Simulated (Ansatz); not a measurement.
# Sb: the cost of one run

Program: Ansatz 0.2.0. Level of theory: DFT PBEsol, scalar-relativistic. These are calculated values, not measurements.

### 1 The system as given

Symmetry: I4/mmm, No. 139, tetragonal system. The conventional cell has a = 3.010 Å, b = 3.010 Å, c = 4.960 Å, α = 90.00°, β = 90.00°, γ = 90.00°. Sb (site symmetry 4/mmm) has 12 Sb at 3.01 to 3.27 Å as nearest neighbours.

Structure file:

```xyz
1
Lattice="-1.5050 1.5050 2.4800 1.5050 -1.5050 2.4800 1.5050 1.5050 -2.4800" Properties=species:S:1:pos:R:3 pbc="T T T"
Sb    0.0000    0.0000    0.0000
```

### 2 After the deformation

Space group I4/mmm before, I4/mmm after.

### 3 All-electron LAPW

File input.yaml:

```yaml
crystal:
  lattice:
    - [-1.55015, 1.55015, 2.48]
    - [1.55015, -1.55015, 2.48]
    - [1.55015, 1.55015, -2.48]
  atoms:
    - { symbol: Sb, position: [0.0, 0.0, 0.0] }
kpoints:
  mp_grid: { grid: [19, 19, 19] }
  band_path:
    path:
      - [0.0, 0.0, 0.0]
      - [0.0, 0.0, 0.5]
      - [0.25, 0.25, 0.25]
      - [0.0, 0.5, 0.0]
      - [0.0, 0.0, 0.0]
      - [0.5, 0.5, -0.5]
      - [0.3476751521, 0.6523248479, -0.3476751521]
      - [-0.3476751521, 0.3476751521, 0.3476751521]
      - [0.0, 0.0, 0.0]
    npoints: 5
scf:
  occupations: { method: fermi_dirac, width: 0.05 }
hamiltonian:
  xc: pbesol
  pseudopotentials: { kind: all_electron, lapw: { basis_error: 0.00025 } }
output:
  forces: true
  stress: true
  eigenvalues: true
```

Run with:

```sh
ansatz run input.yaml --threads 1 --pin off --max-ram 3072MiB --backend cpu --events-out ev --progress --plain --runs-dir out
```

**Question.** How long does this run take on 1 thread of Arm Neoverse V2, shared host, and how much memory does it need?

About 52 s, with a peak of 0.68 GiB.
